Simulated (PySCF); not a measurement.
**B3LYP/6-31G(d) (spherical functions) run of C2H4B2S (SMILES BSBC#C)**

Aim: the vertical singlet–triplet gap of C2H4B2S at B3LYP/6-31G* (spherical functions), from 2 runs. The job is set up through a Python script.

Program for the calculation: PySCF 2.14.0.

### Step 1. Starting point

C2H4B2S: 9 atoms, total charge 0, spin state singlet. As SMILES, `BSBC#C`. The shape is that of a GFN2-xTB optimisation. This is one conformer, not always the lowest.

Bond lengths: B1–S2 1.770 Å, S2–B3 1.802 Å, B3–C4 1.499 Å, C4–C5 1.207 Å, B1–H6 1.167 Å, B1–H7 1.168 Å, B3–H8 1.169 Å, C5–H9 1.052 Å. Angles: B1–S2–B3 104.8°, S2–B3–C4 118.9°, B3–C4–C5 179.6°, S2–B1–H6 117.1°, S2–B1–H7 120.9°, S2–B3–H8 120.0°, C4–B3–H8 121.1°, C4–C5–H9 179.9°, H6–B1–H7 122.0°.

### Step 2. A single-point energy at B3LYP/6-31G(d) (spherical functions)

File calc.py:

```python
# BSBC#C
from pyscf import gto, dft

system = gto.Mole()
system.atom = '''
B      0.614380     1.617300     1.712530
S     -0.408550     1.198480     0.330740
B      0.123580    -0.453780    -0.152380
C     -0.545990    -1.118180    -1.317090
C     -1.081210    -1.659910    -2.252900
H      0.443030     2.662200     2.202820
H      1.423880     0.874290     2.107170
H      0.978130    -0.989710     0.439330
H     -1.547260    -2.130690    -3.070210
'''
system.verbose = 3
system.max_memory = 1860
system.basis = '6-31g*'
system.build()

ks = dft.RKS(system, xc='b3lyp')
ks.conv_tol = 1e-10
ks.grids.level = 1
ks.kernel()
if not ks.converged:
    ks = ks.newton().run(ks.mo_coeff, ks.mo_occ)

energy = ks.e_tot
print('E = %.10f Eh' % energy)
```

On the command line:

```bash
$ OMP_NUM_THREADS=1 python calc.py
```

What it wrote:

```text
converged SCF energy = -526.473697997639
E = -526.4736979976 Eh
```

Run time: 6.9 s. Hardware: 1 thread of Arm Neoverse V1, shared host; peak memory 0.26 GiB.

### Step 3. The triplet, same level

File input.py:

```python
from pyscf import gto, dft

mol = gto.M(
    atom='''
B      0.614380     1.617300     1.712530
S     -0.408550     1.198480     0.330740
B      0.123580    -0.453780    -0.152380
C     -0.545990    -1.118180    -1.317090
C     -1.081210    -1.659910    -2.252900
H      0.443030     2.662200     2.202820
H      1.423880     0.874290     2.107170
H      0.978130    -0.989710     0.439330
H     -1.547260    -2.130690    -3.070210
''',
    verbose=3,
    spin=2,
    charge=0,
    max_memory=1860,
    basis='6-31g*',
)

myscf = dft.UKS(mol, xc='b3lyp')
myscf.grids.level = 1
myscf.conv_tol = 1e-10
myscf.kernel()
if not myscf.converged:
    myscf = myscf.newton().run(myscf.mo_coeff, myscf.mo_occ)

e_tot = myscf.e_tot
print('E = %.10f Eh' % e_tot)
```

On the command line:

```bash
$ OMP_NUM_THREADS=1 python input.py
```

What it wrote:

```text
WARN: HOMO -0.14986658871537 >= LUMO -0.32684350170156

WARN: HOMO -0.108269648051444 >= LUMO -0.212413091889262

WARN: HOMO -0.138762382371541 >= LUMO -0.2356591423135

WARN: HOMO -0.143380914120519 >= LUMO -0.234548803446281

WARN: HOMO -0.145500570412262 >= LUMO -0.239039941212377

WARN: HOMO -0.146436014415598 >= LUMO -0.236989780700359

WARN: HOMO -0.146070232589578 >= LUMO -0.235817857578428

WARN: HOMO -0.146951684341774 >= LUMO -0.235980385631145

WARN: HOMO -0.147086948158817 >= LUMO -0.235781650169141

WARN: HOMO -0.147021695765496 >= LUMO -0.235766731136716

WARN: HOMO -0.147058079095016 >= LUMO -0.235761278352583

WARN: HOMO -0.147102799855055 >= LUMO -0.235765862503569

WARN: HOMO -0.147078029371556 >= LUMO -0.235759735874717

WARN: HOMO -0.14708358572472 >= LUMO -0.235759888042101

WARN: HOMO -0.147086161868069 >= LUMO -0.235761075892658

WARN: HOMO -0.147086223679979 >= LUMO -0.235761488977365

WARN: HOMO -0.147086713395343 >= LUMO -0.235761315904119

WARN: HOMO -0.147086992508079 >= LUMO -0.235761495415707

WARN: HOMO -0.147088557861493 >= LUMO -0.235761007036741

WARN: HOMO -0.147087418814275 >= LUMO -0.235760079700072

WARN: HOMO -0.147087724978899 >= LUMO -0.235758784604166

WARN: HOMO -0.147087958811565 >= LUMO -0.235759442470473

WARN: HOMO -0.147087968251153 >= LUMO -0.235760084875283

WARN: HOMO -0.147087778258693 >= LUMO -0.235759796169634

converged SCF energy = -526.331372619813  <S^2> = 2.0130749  2S+1 = 3.008704
E = -526.3313726198 Eh
```

Wall time 15 s (1 thread of Arm Neoverse V1, shared host); peak memory 0.27 GiB.

### Step 4. Outcome

Level: B3LYP/6-31G* (spherical functions).

```
                                        quantity          value
                           singlet: total energy  -526.47370 Eh
                          singlet: dipole moment         1.23 D
                            singlet: HOMO energy       -7.71 eV
                            singlet: LUMO energy       -2.41 eV
                          singlet: HOMO–LUMO gap        5.30 eV
                           triplet: total energy  -526.33137 Eh
                          triplet: dipole moment         2.99 D
     triplet: HOMO energy (highest over α and β)       -4.00 eV
                                   triplet: ⟨S²⟩          2.013
vertical energy of the triplet above the singlet       3.873 eV
```

At this shape the triplet lies 3.87 eV (374 kJ/mol) above the singlet. Mulliken charges (singlet) run from -0.21 on C5 to +0.20 on H9. Mulliken charges (triplet) run from -0.29 on B3 to +0.22 on H9; they depend strongly on the basis.
